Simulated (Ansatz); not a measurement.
## Ta3AsAu2O13 in Ansatz: the effect of target pressure

Ta3AsAu2O13:

```xyz
19
Lattice="5.2424 3.0267 4.1427 -5.2424 3.0267 4.1427 0.0000 -6.0534 4.1427" Properties=species:S:1:pos:R:3 pbc="T T T"
Ta   -1.7887    1.0327    4.2854
Ta    0.0000   -2.0655    4.2854
Ta    1.7887    1.0327    4.2854
As    0.0000    0.0000    6.9446
Au    0.0000    0.0000   12.0005
Au    0.0000    0.0000    9.3342
O    -1.3566    0.7832    6.1532
O     0.0000   -1.5665    6.1532
O     1.3566    0.7832    6.1532
O     2.5380   -0.6359    3.6068
O    -0.7183    2.5159    3.6068
O    -1.8197   -1.8800    3.6068
O     1.8197   -1.8800    3.6068
O    -2.5380   -0.6359    3.6068
O     0.7183    2.5159    3.6068
O    -3.3469    1.9323    4.0073
O     0.0000   -3.8647    4.0073
O     3.3469    1.9323    4.0073
O     0.0000    0.0000    3.8329
```

The cell was built by a generator and needn't be a form met in nature.

Alike in all runs:

| Property | Result |
| --- | --- |
| Program | Ansatz 0.2.0 |
| Task | relaxation of cell and atoms |
| Functional | PBE |
| Potentials or basis | Ansatz PAW |
| Cutoff | 420 eV (not typed: the program's choice for these potentials) |
| k mesh | 3 × 3 × 3 |
| Occupations | fermi-dirac, width 0.05 eV |
| Spin | no spin polarisation |

Each run relaxes the cell or the atoms first.

Q: One run gave: relaxed volume 19.72 Å³/atom; gap on the mesh 1.35 eV. Which target pressure did it use?
A. 20 GPa
B. 5 GPa
C. 10 GPa
D. 2 GPa

A: D.

| target pressure | relaxed volume (Å³/atom) | gap on the mesh (eV) |
| --- | --- | --- |
| 2 GPa | 19.72 | 1.35 |
| 5 GPa | 17.82 | 1.80 |
| 10 GPa | 14.48 | 1.74 |
| 20 GPa | 13.05 | 1.57 |

Caveats: odd divisions of the mesh miss points on the zone boundary, where band edges often lie, so the gap on the mesh can be too wide; the plane-wave basis is chosen anew once the cell has moved, so the energies of steps on either side of that aren't comparable; spin-orbit coupling is left out, which moves the levels of the heavy elements; the volume moved by over 15 % at a fixed basis, so the end points are rough (some runs).

A k mesh can miss the band edges.
